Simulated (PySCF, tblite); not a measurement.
**C₃H₁₂GeN₂: geometry, infrared bands and NMR shifts**

Aim: predict the infrared bands and NMR shifts of C₃H₁₂GeN₂ (`CCCN[NH][GeH3]`).

Programs: tblite 0.8.0 and PySCF 2.14.0, with density-fitted response routines of our own. Each step states its level of theory. These are calculated values for one molecule in the gas phase, unless marked as measured. Atoms count from 0, in the outputs and in this text.

## 1. The starting structure

18 atoms, charge 0, multiplicity 1; geometry from: force field or distance geometry start.

Bonds of the start (Å): C0–C1 1.52, C1–C2 1.53, C2–N3 1.43, N3–N4 1.38, N4–Ge5 1.84, C0–H6 1.09, C0–H7 1.11, C0–H8 1.10, C1–H9 1.09, C1–H10 1.09, C2–H11 1.12, C2–H12 1.13, N3–H13 1.02, N4–H14 1.04, Ge5–H15 1.57, Ge5–H16 1.53, Ge5–H17 1.55.

## 2. Relaxing the molecule with GFN2-xTB

Job settings and geometry (Å):

```
{"job": {"kind": "relax", "xc": "GFN2-xTB", "basis": "xTB"}, "charge": 0, "multiplicity": 1}
C     -2.779400    -0.364200     0.449800
C     -1.501300    -0.254900    -0.357900
C     -0.577200     0.706600     0.397500
N      0.660800     0.882200    -0.290000
N      1.334900    -0.321200    -0.385500
Ge     3.153100    -0.217600    -0.108500
H     -2.466000    -0.551200     1.481800
H     -3.329100    -1.254400     0.073300
H     -3.417500     0.524500     0.356900
H     -1.743700     0.190500    -1.324100
H     -0.996700    -1.225600    -0.389900
H     -0.429400     0.240300     1.409500
H     -1.159600     1.666100     0.562700
H      1.215700     1.697900    -0.030300
H      0.918300    -0.994800     0.282600
H      3.644400    -1.676700     0.203600
H      3.933700     0.360100    -1.295600
H      3.530400     0.598500     1.158100
```

Run with:

```sh
OMP_NUM_THREADS=1 python probes_run.py task.json out
```

One launch serves the whole session: the jobs run in the order shown.

The program printed:

```text
step      E/eV     max force
  0    -550.97064    2.550
  1    -551.17086    0.985
  2    -551.26775    0.680
  3    -551.32675    0.625
  4    -551.36406    0.509
  5    -551.39076    0.271
  6    -551.40276    0.276
  7    -551.41415    0.222
  8    -551.42247    0.277
  9    -551.42872    0.190
 10    -551.43236    0.147
 11    -551.43530    0.112
 12    -551.43844    0.148
 13    -551.44179    0.148
 14    -551.44464    0.101
 15    -551.44672    0.098
 16    -551.44844    0.107
 17    -551.45021    0.112
 18    -551.45191    0.094
 19    -551.45350    0.095
 20    -551.45512    0.101
 21    -551.45662    0.094
 22    -551.45774    0.077
 23    -551.45853    0.064
 24    -551.45930    0.063
 25    -551.46030    0.095
 26    -551.46144    0.088
 27    -551.46232    0.059
 28    -551.46288    0.044
 29    -551.46340    0.059
 30    -551.46411    0.075
 31    -551.46511    0.085
 32    -551.46627    0.092
 33    -551.46747    0.087
 34    -551.46880    0.080
 35    -551.47026    0.091
 36    -551.47157    0.084
 37    -551.47261    0.074
 38    -551.47354    0.096
 39    -551.47455    0.114
 40    -551.47572    0.098
 41    -551.47680    0.075
 42    -551.47762    0.072
 43    -551.47820    0.084
 44    -551.47866    0.070
 45    -551.47900    0.050
 46    -551.47928    0.045
 47    -551.47957    0.050
 48    -551.48013    0.065
 49    -551.48057    0.062
 50    -551.48131    0.065
 51    -551.48209    0.072
 52    -551.48307    0.081
 53    -551.48437    0.102
 54    -551.48568    0.096
 55    -551.48718    0.112
 56    -551.48830    0.096
 57    -551.48990    0.125
 58    -551.49144    0.129
 59    -551.49366    0.118
 60    -551.49573    0.114
 61    -551.49837    0.118
 62    -551.50169    0.171
 63    -551.50552    0.349
 64    -551.50515    0.258
 65    -551.51322    0.243
 66    -551.51780    0.287
 67    -551.53156    0.258
 68    -551.53930    0.246
 69    -551.55010    0.209
 70    -551.55676    0.330
 71    -551.56494    0.300
 72    -551.56977    0.253
 73    -551.57578    0.186
 74    -551.58267    0.151
 75    -551.58586    0.155
 76    -551.59141    0.172
 77    -551.59624    0.168
 78    -551.60175    0.181
 79    -551.60807    0.179
 80    -551.61372    0.222
 81    -551.61941    0.304
 82    -551.62400    0.208
 83    -551.63112    0.191
 84    -551.63717    0.232
 85    -551.64780    0.245
 86    -551.65863    0.230
 87    -551.66470    0.209
 88    -551.66966    0.170
 89    -551.67247    0.174
 90    -551.66601    0.492
 91    -551.67565    0.077
 92    -551.67662    0.098
 93    -551.67827    0.096
 94    -551.68068    0.133
 95    -551.68215    0.107
 96    -551.68360    0.067
 97    -551.68430    0.048
 98    -551.68469    0.047
 99    -551.68499    0.038
100    -551.68527    0.037
101    -551.68559    0.039
102    -551.68602    0.053
103    -551.68653    0.058
104    -551.68706    0.045
105    -551.68752    0.048
106    -551.68797    0.047
107    -551.68839    0.047
108    -551.68873    0.038
109    -551.68898    0.029
110    -551.68919    0.031
111    -551.68936    0.031
112    -551.68945    0.019
113    -551.68948    0.013
114    -551.68950    0.011
115    -551.68952    0.014
116    -551.68956    0.019
117    -551.68960    0.015
118    -551.68963    0.012
119    -551.68965    0.010
```

Run time: 0.7 s. Hardware: 1 thread of Arm Neoverse V1, shared host; peak memory 0.18 GiB.

The steps of the relaxation: (not every step is listed)

| step | energy from step 0 (eV) | largest force (eV/Å) |
| --- | --- | --- |
| 0 | 0.0000 | 2.5504 |
| 1 | -0.2002 | 0.9855 |
| 2 | -0.2971 | 0.6796 |
| 3 | -0.3561 | 0.6253 |
| 4 | -0.3934 | 0.5086 |
| 5 | -0.4201 | 0.2708 |
| 6 | -0.4321 | 0.2756 |
| 7 | -0.4435 | 0.2221 |
| 8 | -0.4518 | 0.2772 |
| 18 | -0.4813 | 0.0939 |
| 28 | -0.4922 | 0.0442 |
| 38 | -0.5029 | 0.0957 |
| 48 | -0.5095 | 0.0647 |
| 58 | -0.5208 | 0.1286 |
| 68 | -0.5687 | 0.2463 |
| 78 | -0.6311 | 0.1806 |
| 88 | -0.6990 | 0.1699 |
| 98 | -0.7141 | 0.0470 |
| 108 | -0.7181 | 0.0378 |
| 114 | -0.7189 | 0.0114 |
| 115 | -0.7189 | 0.0140 |
| 116 | -0.7189 | 0.0192 |
| 117 | -0.7190 | 0.0150 |
| 118 | -0.7190 | 0.0124 |
| 119 | -0.7190 | 0.0097 |

Close pairs (by a distance rule), those that changed most:

| bond | before (Å) | after (Å) | change (Å) |
| --- | --- | --- | --- |
| Ge5–H15 | 1.571 | 1.494 | -0.076 |
| Ge5–H16 | 1.534 | 1.487 | -0.047 |
| Ge5–H17 | 1.553 | 1.507 | -0.046 |
| C2–H12 | 1.135 | 1.093 | -0.041 |
| N3–N4 | 1.383 | 1.422 | +0.039 |
| N4–Ge5 | 1.842 | 1.807 | -0.035 |
| C2–N3 | 1.427 | 1.455 | +0.028 |
| C0–H7 | 1.112 | 1.087 | -0.025 |

The final coordinates are the input of the step that follows.

## 3. Harmonic vibrations with GFN2-xTB

Job settings and geometry (Å):

```
{"job": {"kind": "ir", "xc": "GFN2-xTB", "basis": "xTB"}, "charge": 0, "multiplicity": 1}
C     -2.717568    -0.460392    -0.073605
C     -1.237016    -0.195313    -0.308553
C     -0.653534     0.735017     0.751105
N      0.748991     1.000055     0.469250
N      1.556606    -0.145037     0.709719
Ge     2.882494    -0.405106    -0.490650
H     -2.873432    -0.918596     0.901224
H     -3.109487    -1.131099    -0.834107
H     -3.284549     0.467803    -0.110181
H     -1.085953     0.263002    -1.286840
H     -0.681983    -1.134551    -0.291148
H     -0.789338     0.285964     1.750106
H     -1.178018     1.693845     0.730251
H      1.067796     1.789489     1.032312
H      1.679597    -0.358415     1.696387
H      3.540431    -1.691349    -0.108325
H      2.208058    -0.478483    -1.814003
H      3.918146     0.689483    -0.528878
```

The program printed:

```text
mode    cm-1     km/mol
  1      40.0      0.09
  2      67.2      0.14
  3     101.1      1.37
  4     123.6      0.25
  5     178.9      6.73
  6     229.7      0.01
  7     275.7     12.40
  8     295.8      8.07
  9     435.1     86.86
 10     530.1     91.27
 11     540.8     33.38
 12     563.6     85.21
 13     691.1    133.08
 14     762.5    223.55
 15     791.2     12.08
 16     811.9    179.01
 17     849.9     65.34
 18     871.3    147.69
 19     902.1      2.86
 20     926.9     27.38
 21    1027.4      8.00
 22    1093.4      0.18
 23    1124.7      1.11
 24    1132.7      6.10
 25    1166.6      3.28
 26    1232.7      0.84
 27    1270.8      2.91
 28    1283.0      0.95
 29    1310.9     15.96
 30    1367.1     17.66
 31    1403.6      5.25
 32    1414.9      0.73
 33    1469.5      1.21
 34    1492.3      0.47
 35    1504.8      2.72
 36    1506.7      2.12
 37    1921.5    324.85
 38    2031.5    393.02
 39    2106.1    419.04
 40    2823.8     93.47
 41    2961.2     34.81
 42    2987.3     30.98
 43    2998.4     24.84
 44    3026.1     61.99
 45    3029.9     50.65
 46    3041.6     33.89
 47    3242.6     38.49
 48    3268.1     24.45
```

It took 0.51 s on 1 thread of Arm Neoverse V1, shared host; peak memory 0.18 GiB.

The strongest bands and the atoms that carry them (share of the mass-weighted mode):

| cm⁻¹ | km/mol | atoms |
| --- | --- | --- |
| 691 | 133.1 | N4 45 %, H14 20 %, H15 12 %, Ge5 11 % |
| 762 | 223.6 | H16 43 %, H15 39 %, H17 12 % |
| 812 | 179.0 | H15 51 %, H17 27 %, H16 17 % |
| 871 | 147.7 | H13 27 %, H16 22 %, H17 18 % |
| 1922 | 324.9 | H17 91 % |
| 2032 | 393.0 | H15 76 %, H16 15 % |
| 2106 | 419.0 | H16 82 %, H15 16 % |
| 2824 | 93.5 | H11 93 % |

## 4. Shielding tensors: PBE0/pcSseg-1

The job, as its differences from that of step 3:

```diff
@@ -1,2 +1,2 @@
-{"job": {"kind": "ir", "xc": "GFN2-xTB", "basis": "xTB"}, "charge": 0, "multiplicity": 1}
+{"job": {"kind": "nmr", "xc": "PBE0", "basis": "pcSseg-1"}, "charge": 0, "multiplicity": 1}
 C     -2.717568    -0.460392    -0.073605
```

Level: GIAO PBE0/pcSseg-1 NMR shielding, non-relativistic, gas phase.

The program printed:

```text
coarse grid: 62864 points
cycle   1  E = -2307.1398253808  dE = -2.189e-01  |g| = 9.157e-01  |ddm| = 3.724e+00
cycle   2  E = -2307.1137827753  dE =  2.604e-02  |g| = 9.345e-01  |ddm| = 1.023e+00
cycle   3  E = -2307.2141431011  dE = -1.004e-01  |g| = 1.227e-01  |ddm| = 6.319e-01
cycle   4  E = -2307.2165756352  dE = -2.433e-03  |g| = 5.424e-02  |ddm| = 1.298e-01
cycle   5  E = -2307.2171468935  dE = -5.713e-04  |g| = 7.322e-03  |ddm| = 4.679e-02
cycle   6  E = -2307.2171579684  dE = -1.107e-05  |g| = 1.781e-03  |ddm| = 7.877e-03
cycle   7  E = -2307.2171585727  dE = -6.043e-07  |g| = 6.859e-04  |ddm| = 1.834e-03
final grid: 133112 points
cycle   8  E = -2307.2171850496  dE =  2.353e-08  |g| = 9.113e-04  |ddm| = 1.946e-03
cycle   9  E = -2307.2171848742  dE =  1.754e-07  |g| = 1.308e-03  |ddm| = 1.696e-03
cycle  10  E = -2307.2171852202  dE = -3.460e-07  |g| = 6.235e-05  |ddm| = 9.814e-04
cycle  11  E = -2307.2171852210  dE = -7.890e-10  |g| = 1.272e-05  |ddm| = 5.960e-05
converged SCF energy = -2307.2171852210

GIAO shielding tensors (ppm)
atom      isotropic    diamagn.    paramagn.     s11        s22        s33       span
  0 C      173.353     245.528     -72.175    164.793    167.136    188.131     23.338
  1 C      161.141     247.123     -85.982    141.680    170.482    171.260     29.580
  2 C      124.553     246.886    -122.332    101.327    112.646    159.687     58.360
  3 N      166.879     315.774    -148.895    135.434    156.712    208.490     73.056
  4 N      202.791     321.172    -118.381    139.121    171.379    297.873    158.752
  5 Ge    1471.191    2754.964   -1283.773   1318.313   1442.874   1652.385    334.073
  6 H       30.911      29.096       1.815     26.396     29.169     37.170     10.774
  7 H       30.464      28.018       2.446     25.766     27.923     37.704     11.938
  8 H       30.878      28.619       2.259     26.489     28.819     37.326     10.838
  9 H       30.371      32.050      -1.679     25.228     30.725     35.161      9.933
 10 H       29.401      32.432      -3.031     23.818     30.297     34.088     10.269
 11 H       29.156      32.369      -3.212     24.257     29.913     33.300      9.043
 12 H       29.063      31.767      -2.705     24.800     28.707     33.681      8.881
 13 H       28.612      33.106      -4.494     18.966     29.956     36.914     17.949
 14 H       30.163      33.169      -3.006     21.190     29.767     39.533     18.343
 15 H       27.487      28.568      -1.081     20.819     22.684     38.957     18.138
 16 H       27.516      29.311      -1.794     19.990     24.614     37.946     17.956
 17 H       27.122      28.250      -1.128     20.094     22.283     38.989     18.895
```

Run time: 27 s. Hardware: 1 thread of Arm Neoverse V1, shared host; peak memory 0.97 GiB.

The references, computed at this level on geometries of the same kind, shield at (ppm): ¹H TMS 31.72, ¹³C TMS 186.9, ¹⁵N NH3 267.7, ⁷³Ge GeMe4 1331. Their shielding less the atom's gives the shift. The references are single molecules in the gas phase, so shifts against H2O, NH3, PH3, H3PO4 or CFCl3 are not on the usual liquid scales and can be off by tens of ppm. Atoms listed in one row are averaged.

| atoms | environment | σ (ppm) | δ (ppm) |
| --- | --- | --- | --- |
| C2 | sp3 CH2 bonded to N | 124.6 | 62.4 |
| C1 | sp3 CH2 | 161.1 | 25.8 |
| C0 | methyl carbon | 173.4 | 13.6 |
| H15, H16, H17 | hydrogen on a germanium bonded to N | 27.38 | 4.34 |
| H13 | hydrogen on a nitrogen bonded to C, N | 28.61 | 3.11 |
| H11, H12 | hydrogen on an sp3 CH2 bonded to N | 29.11 | 2.61 |
| H9, H10 | hydrogen on an sp3 CH2 | 29.89 | 1.83 |
| H14 | hydrogen on a nitrogen bonded to Ge, N | 30.16 | 1.55 |
| H6, H7, H8 | hydrogen on a methyl carbon | 30.75 | 0.97 |
| N3 | nitrogen bonded to C, N, H | 166.9 | 100.9 |
| N4 | nitrogen bonded to Ge, N, H | 202.8 | 64.9 |
| Ge5 | germanium bonded to N, 3 H | 1471 | -140 |

Charges from the same density, by scheme (e):

| atoms | Mulliken | IAO | Hirshfeld | ESP fit |
| --- | --- | --- | --- | --- |
| C0 | -0.27 | -0.42 | -0.12 | -0.52 |
| C1 | -0.26 | -0.25 | -0.08 | 0.27 |
| C2 | -0.03 | -0.14 | -0.03 | -0.11 |
| N3 | -0.32 | -0.32 | -0.12 | -0.52 |
| N4 | -0.60 | -0.57 | -0.21 | -0.50 |
| Ge5 | 0.50 | 0.64 | 0.34 | 0.37 |

Mayer bond orders: C0–C1 1.06, C1–C2 1.02, C2–N3 0.98, N3–N4 0.96, N4–Ge5 0.84.

## 5. What came out

```
                                                              quantity                                   value
                             strongest single infrared mode (GFN2-xTB)                   2106 cm⁻¹, 419 km/mol
                                          zero-point energy (GFN2-xTB)                           91.8 kcal/mol
                                ¹³C shifts against TMS (PBE0/pcSseg-1)                    62.4, 25.8, 13.6 ppm
¹H shifts against TMS (PBE0/pcSseg-1, means over atoms taken as alike)  4.34, 3.11, 2.61, 1.83, 1.55, 0.97 ppm
                                ¹⁵N shifts against NH3 (PBE0/pcSseg-1)                         100.9, 64.9 ppm
                             ⁷³Ge shifts against GeMe4 (PBE0/pcSseg-1)                                -140 ppm
```

In words: Over 119 steps the energy fell by 0.719 eV; of the close pairs, Ge5–H15 changed most, 1.571 to 1.494 Å. All 48 modes are real, so the xTB geometry is a minimum. The strongest single mode, at 2106 cm⁻¹, moves mainly H16. GFN2-xTB is a fitted tight-binding method: band positions and strengths are rough. Its intensities can rank the bands wrongly. C2 (sp3 CH2 bonded to N) lies farthest downfield among carbon, at 62.4 ppm; deshielded by the electronegative neighbour. At PBE0/pcSseg-1: The widest tensor belongs to Ge5: span 334 ppm, with a paramagnetic part of -1284 ppm. Spin-orbit coupling is left out, which matters for shieldings and couplings at and beside the heavy atoms.
